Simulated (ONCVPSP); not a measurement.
# Rb: the cost of one run

Method: ONCVPSP 4.0.1.1 (patched build), PBE, scalar-relativistic.

## Step 1: The design

Typed settings, in words:

```json
{
 "element": "rubidium (Rb, Z = 37)",
 "type": "optimised norm-conserving Vanderbilt (ONCV)",
 "frozen core": "[Ar] 3d10",
 "valence charge": "9",
 "reference configuration": "4s2 4p6 4d0.5 5s0.5",
 "partial waves": "4s+5s: rc 2.25 bohr, ncon 4, nbas 7, qcut 6 1/bohr, 2 projectors; 4p: rc 2.75 bohr, ncon 3, nbas 7, qcut 4.9 1/bohr, 3 projectors, debl 1.1 Ha; 4d: rc 4.00 bohr, ncon 4, nbas 9, qcut 2.9 1/bohr, 3 projectors, debl 3.8 Ha",
 "local potential": "polynomial inside 1.28 bohr (lpopt 5, dvloc0 4 Ha)",
 "core correction": "not asked for"
}
```

## Step 2: The generation run

Rb.dat reads:

```
# ATOM AND REFERENCE CONFIGURATION
# atsym  z   nc   nv     iexc    psfile
  Rb 37.00    6    4        4      upf
#
#   n    l    f
    1    0    2.00
    2    0    2.00
    2    1    6.00
    3    0    2.00
    3    1    6.00
    3    2   10.00
    4    0    2.00
    4    1    6.00
    4    2    0.50
    5    0    0.50
#
# PSEUDOPOTENTIAL AND OPTIMIZATION
# lmax
    2
#
#   l,   rc,      ep,       ncon, nbas, qcut
    0    2.25    0.00    4    7    6.00
    1    2.75    0.00    3    7    4.90
    2    4.00    0.00    4    9    2.90
#
# LOCAL POTENTIAL
# lloc, lpopt,  rc(5),   dvloc0
    4    5    1.28    4.00
#
# VANDERBILT-KLEINMAN-BYLANDER PROJECTORs
# l, nproj, debl
    0    2    2.20
    1    3    1.10
    2    3    3.80
#
# MODEL CORE CHARGE
# icmod, fcfact, rcfact
    0    0.00    0.00
#
# LOG DERIVATIVE ANALYSIS
# epsh1, epsh2, depsh
   -3.00    5.00    0.02
#
# OUTPUT GRID
# rlmax, drl
    6.00    0.01
#
# TEST CONFIGURATIONS
# ncnf
    4
# nvcnf
#   n    l    f
    4
    4    0    2.00
    4    1    6.00
    4    2    0.00
    5    0    1.00
#
    4
    4    0    2.00
    4    1    6.00
    4    2    0.00
    5    0    0.00
#
    4
    4    0    2.00
    4    1    6.00
    4    2    0.00
    5    0    0.50
#
    5
    4    0    2.00
    4    1    6.00
    4    2    0.00
    5    0    0.00
    5    1    1.00
#
```

Command:

```bash
$ oncvpsp.x < Rb.dat > Rb.out
```

**Question.** How long does this run take on 1 thread of Neoverse-N1, shared host?

About 8.2 s.
